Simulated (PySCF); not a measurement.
# C3H6BNS (BMe2(NCS)): the cost of one run

Programs: PySCF 2.14.0, with density-fitted response routines of our own. Each step states its level of theory. These are calculated values for one molecule in the gas phase, unless marked as measured. Atoms are numbered from 0 throughout.

### 1 The starting structure

12 atoms, charge 0, multiplicity 1; geometry from: GFN2-xTB. The atoms were then displaced at random by about 0.03 Å, so the start is not that level's minimum.

Bonds of the start (Å): B0–C1 1.50, B0–C5 1.70, B0–N9 1.37, C1–H2 1.06, C1–H3 1.15, C1–H4 1.10, C5–H6 1.07, C5–H7 1.11, C5–H8 1.10, N9–C10 1.20, C10–S11 1.52.

### 2 Relaxing the molecule at PBE0-D3(BJ)/def2-SVP

Job settings and geometry (Å):

```
{"job": {"xc": "PBE0", "basis": "def2-SVP", "d3": "d3bj", "grid": 1, "maxiter": 40, "shake": 0.03, "kind": "geom"}, "charge": 0, "multiplicity": 1}
B      0.091950    -0.016260     0.013950
C      1.593520     0.003720    -0.031380
H      1.936170     0.206420     0.948800
H      2.126860     0.793510    -0.680820
H      2.000730    -0.964180    -0.369780
C     -0.791670     1.431360     0.010010
H     -0.790460     1.822560    -0.990330
H     -0.253460     2.187230     0.621190
H     -1.812050     1.316280     0.411740
N     -0.682950    -1.150360     0.038180
C     -1.287750    -2.187290     0.039450
S     -2.015420    -3.525750     0.039990
```

Command:

```
OMP_NUM_THREADS=1 python probes_run.py task.json out
```

The driver reads the jobs from task.json and runs them one after another.

Q: Estimate the wall time and peak memory of this first job on 1 thread of Arm Neoverse V1, shared host.

About 46 s, with a peak of 0.45 GiB.
